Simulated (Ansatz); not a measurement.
**AlH₃OSe (SMILES [OH][AlH][SeH]): single points off equilibrium**

One table from this session's results is given with a row withheld; the runs are named, their logs left out.

Method: single points in def2-TZVPP; program: Ansatz 0.2.0, Gaussian basis.

Cores are frozen in the correlated methods. Filled d shells of the heavier atoms are correlated.

### The starting structure

SMILES `[OH][AlH][SeH]`, 6 atoms, charge 0, spin multiplicity 1.

Atoms are counted from 1 here; the program's logs count them from 0.

Bond lengths: O1–Al2 1.849 Å, O1–H4 0.852 Å, Al2–Se3 2.230 Å, Al2–H5 1.631 Å, Se3–H6 1.564 Å. Angles: Al2–O1–H4 176.0°, O1–Al2–Se3 119.6°, O1–Al2–H5 120.2°, Se3–Al2–H5 119.8°, Al2–Se3–H6 95.1°.

Coordinates:

```xyz
6
AlH3OSe
O    -0.7510   -0.9524   -0.8525
Al    0.3365    0.4921   -0.4662
Se    0.8695    0.9334    1.6541
H    -1.2807   -1.5834   -1.0702
H     0.7585    1.5393   -1.6431
H     0.1004   -0.2910    2.2490
```

The first run:

File run/in.yaml:

```yaml
crystal:
  periodic: [false, false, false]
  atoms:
    - {symbol: O, position_ang: [-0.751000, -0.952400, -0.852500]}
    - {symbol: Al, position_ang: [0.336500, 0.492100, -0.466200]}
    - {symbol: Se, position_ang: [0.869500, 0.933400, 1.654100]}
    - {symbol: H, position_ang: [-1.280700, -1.583400, -1.070200]}
    - {symbol: H, position_ang: [0.758500, 1.539300, -1.643100]}
    - {symbol: H, position_ang: [0.100400, -0.291000, 2.249000]}
basis:
  gaussian: {orbitals: def2-TZVPP}
correlation: {method: ccsd_t}
output: {forces: true}
```

The command line of these runs was not kept.

Among the steps run: CCSD(T)/def2-TZVPP; PBE0-D4/def2-TZVPP; wB97M-V/def2-TZVPP; r2SCAN-D4/def2-TZVPP; PBE-D4/def2-TZVPP; wB97X-V/def2-TZVPP; HSE06-D4/def2-TZVPP.

One of the session's tables, all rows but one given; the rest of the session is left out.

```
   method  RMS force component (eV/Å)  angle to CCSD(T) forces (°)  dipole (D)
  CCSD(T)                       3.474                    reference        0.69
  PBE0-D4                       3.459                          0.6        0.66
  wB97M-V                       3.454                          1.1        0.68
r2SCAN-D4                       3.461                          0.6        0.76
   PBE-D4                       3.517                          2.9        0.69
  wB97X-V                       3.486                          1.0        0.71
 HSE06-D4                           ?                            ?           ?
```

Q: Estimate the row for HSE06-D4 from the others.

**Answer.** RMS force component (eV/Å): 3.462; angle to CCSD(T) forces (°): 0.6; dipole (D): 0.66. In the column «RMS force component (eV/Å)» it lies between r2SCAN-D4 (3.461) and CCSD(T) (3.474).
